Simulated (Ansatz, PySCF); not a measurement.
WF4 in two programs

WF4 (singlet), relaxed with PySCF 2.14.0, RKS PBE0, W def2-SVP with ECP60, F def2-SVP; non-relativistic Hamiltonian with scalar-relativistic core potentials where named; density fitting; no spin-orbit coupling:

```xyz
5

W     0.0000    0.0000    0.0000
F     1.7980    0.0000    0.3536
F     0.0000    1.7980   -0.3536
F    -1.7980    0.0000    0.3536
F     0.0000   -1.7980   -0.3536
```

There the HOMO–LUMO gap is 3.88 eV. 

The same geometry by Ansatz 0.2.0 (PBE, PAW, a periodic box with 9 Å of vacuum):

| spin-orbit coupling | gap (eV) | largest force component (eV/Å) |
| --- | --- | --- |
| without | 1.42 | 0.15 |

What does the run with spin-orbit coupling give?

gap (eV): 1.46, largest force component (eV/Å): 0.25. It took 26 s on 2 threads of Arm Neoverse N1, with other jobs on the host, peak memory 1.9 GiB.

The spin-orbit runs use fully relativistic datasets of their own, so changes of a few hundredths of an eV needn't come from the coupling.

The two programs differ in functional, so their gaps don't test each other.
